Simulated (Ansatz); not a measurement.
Crystal: AlV2C.

```
CELL_PARAMETERS angstrom
2.88760 0.00000 0.00000
-1.44380 2.50073 0.00000
0.00000 0.00000 13.10482
ATOMIC_POSITIONS crystal
V 0.33333 0.66667 0.91362
V 0.66667 0.33333 0.08638
V 0.66667 0.33333 0.41362
V 0.33333 0.66667 0.58638
Al 0.66667 0.33333 0.75000
Al 0.33333 0.66667 0.25000
C 0.00000 0.00000 0.50000
C 0.00000 0.00000 0.00000
```

The cell comes from a database or a generator and needn't be the stable form of this composition.

| Property | Result |
| --- | --- |
| Program | Ansatz 0.2.0 |
| Task | relaxation of cell and atoms |
| Functional | LDA |
| Potentials or basis | Ansatz PAW |
| Cutoff | 420 eV (not typed: the program's choice for these potentials) |
| k mesh | 11 × 11 × 2 |
| Occupations | fermi-dirac, width 0.05 eV |
| Spin | collinear spin, ferromagnetic start |
| Starting moments | [2.0, 2.0, 2.0, 2.0, 0.0, 0.0, 0.0, 0.0] μB |

At the start: volume 11.83 Å³/atom.

Problem. How do energy, volume and symmetry change on relaxing?

Solution. It ends after 7 steps and the volume is 11.39 Å³/atom (-3.7 %); space group P6_3/mmc (No. 194, to 0.05 Å); moment 0.00 μB per cell.

Step by step:
```
step  energy change (eV)  largest force (eV/Å)  volume (Å³)
   1              0.0000                0.6553        94.63
   2             -0.1085                0.3465        91.30
   3             -0.1181                0.0028        91.11
   4             -0.1181                0.0003        91.15
   5             -0.1142                0.0008        91.15
   6             -0.1142                0.0001        91.12
   7             -0.1142                0.0001        91.12
```

Final structure:
```xyz
8
Lattice="2.8559 0.0000 0.0000 -1.4279 2.4733 0.0000 0.0000 0.0000 12.9003" Properties=species:S:1:pos:R:3 pbc="T T T"
V     0.0000    1.6488   11.7958
V     1.4279    0.8244    1.1045
V     1.4279    0.8244    5.3457
V     0.0000    1.6488    7.5547
Al    1.4279    0.8244    9.6752
Al    0.0000    1.6488    3.2251
C     0.0000    0.0000    6.4502
C     0.0000    0.0000    0.0000
```

Caveat: the plane-wave basis is chosen anew once the cell has moved, so the energies of steps on either side of that aren't comparable; the PAW data sets come from PBE, with cores solved anew for the run's functional, which leaves a small shift of forces and pressure; the starting moments weren't kept.
